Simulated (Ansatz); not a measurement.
**TiCl4 + H2O2: a complex and its separated parts**

The complex below is one end of an elementary step. How strongly is it bound against its free parts?

Method: PBE0-D4/def2-TZVP structures, single points in def2-TZVPP, no counterpoise correction; program: Ansatz 0.2.0, Gaussian basis.

Levels: SPW92, PBE-D4, BLYP-D4, r2SCAN-D4, B97M-V, PBE0-D4, B3LYP-D4, r2SCAN0-D4, BHLYP-D4, CAM-B3LYP-D4, wB97X-V, wB97M-V, B2PLYP, PBE-QIDH, RPA on PBE, Hartree-Fock, MP2, CCSD, CCSD(T).

Cores are frozen in the correlated methods. B3LYP uses VWN-RPA correlation. B2PLYP carries no dispersion term here.

94 further runs of the same task are left out: 94 set aside as unsound or not needed.

**1. The system as given**

The complex: 9 atoms, charge 0, spin multiplicity 1.

Atoms are counted from 1 here; the program's logs count them from 0.

Bond lengths: Ti1–Cl2 2.269 Å, Ti1–Cl3 2.165 Å, Ti1–Cl4 2.270 Å, Ti1–Cl5 2.166 Å, Ti1–O7 2.359 Å, Ti1–O8 2.362 Å, H6–O7 0.976 Å, O7–O8 1.438 Å, O8–H9 0.977 Å. Angles: Cl2–Ti1–Cl3 98.2°, Cl2–Ti1–Cl4 153.3°, Cl2–Ti1–Cl5 97.5°, Cl2–Ti1–O7 76.4°, Cl2–Ti1–O8 78.2°, Cl3–Ti1–Cl4 97.7°, Cl3–Ti1–Cl5 107.4°, Cl3–Ti1–O7 107.7°, Cl3–Ti1–O8 143.1°, Cl4–Ti1–Cl5 98.0°, Cl4–Ti1–O7 78.4°, Cl4–Ti1–O8 76.2°, Cl5–Ti1–O7 144.8°, Cl5–Ti1–O8 109.4°, O7–Ti1–O8 35.5°, Ti1–O7–H6 100.8°, Ti1–O7–O8 72.4°, H6–O7–O8 99.3° and more.

Geometry (Å):

```
Ti   -0.1039    0.1349   -0.8452
Cl    2.1267   -0.2295   -0.6436
Cl   -0.5361   -1.3954   -2.3149
Cl   -2.2048    0.3621   -0.0166
Cl    0.0133    2.0268   -1.8929
H     1.0425   -1.1716    1.2432
O     0.0988   -0.9213    1.2545
O     0.2371    0.4941    1.4646
H    -0.6735    0.7001    1.7508
```

Its parts: TiCl4 holds atoms 1, 2, 3, 4, 5; H2O2 holds atoms 6, 7, 8, 9. Each part counts its atoms afresh in its own runs.

**2. Relaxing TiCl4 alone**

relax-a/in.yaml reads:

```yaml
crystal:
  periodic: [false, false, false]
  atoms:
    - {symbol: Ti, position_ang: [-0.103913, 0.134935, -0.845223]}
    - {symbol: Cl, position_ang: [2.126686, -0.229524, -0.643565]}
    - {symbol: Cl, position_ang: [-0.536082, -1.395383, -2.314935]}
    - {symbol: Cl, position_ang: [-2.204773, 0.362065, -0.016554]}
    - {symbol: Cl, position_ang: [0.013288, 2.026783, -1.892909]}
basis:
  gaussian: {orbitals: def2-TZVP}
hamiltonian: {xc: pbe0, dispersion: d4}
relax: {f_tol: 0.005, max_steps: 200}
```

Command:

```console
ansatz run in.yaml --threads 4 --pin off --events-out ev --progress --plain --max-ram 46080MiB --backend cuda --devices 0, --max-vram 37GiB
```

After this run come: Relaxing H2O2 alone; SPW92/def2-TZVPP; PBE-D4/def2-TZVPP; BLYP-D4/def2-TZVPP; r2SCAN-D4/def2-TZVPP; B97M-V/def2-TZVPP; PBE0-D4/def2-TZVPP; B3LYP-D4/def2-TZVPP; r2SCAN0-D4/def2-TZVPP; BHLYP-D4/def2-TZVPP; CAM-B3LYP-D4/def2-TZVPP; wB97X-V/def2-TZVPP; wB97M-V/def2-TZVPP; B2PLYP/def2-TZVPP; PBE-QIDH/def2-TZVPP; RPA on PBE/def2-TZVPP; CCSD(T)/def2-TZVPP; Vibrations of TiCl4; Vibrations of H2O2.

What does the calculation give? Wanted: complex less parts, CCSD(T)/def2-TZVPP; with zero-point energy; largest T1 diagnostic.

The runs gave:

| quantity | value |
| --- | --- |
| complex less parts, CCSD(T)/def2-TZVPP | -0.109 eV |
| with zero-point energy | -0.046 eV |
| largest T1 diagnostic | 0.025 |

In words: At CCSD(T) the complex lies 0.109 eV below its parts. Among the functionals wB97X-V lands nearest to CCSD(T) (+0.015 eV) and SPW92 farthest (-0.479 eV). By rung, the mean size of the error is: LDA 0.479, GGA 0.062, meta-GGA 0.100, hybrid 0.078, range-separated hybrid 0.043, double hybrid 0.082 eV. PBE-D4 gives a relative energy 0.044 eV too low, an error of 40 % of the reference. The complex's frequency run has imaginary modes: the structure is no minimum, so both the energy and the zero-point correction are in doubt. No counterpoise was applied, and triple zeta lacks some correlation, so the CCSD(T) reference has a basis error of its own, and close matches with it are partly luck.
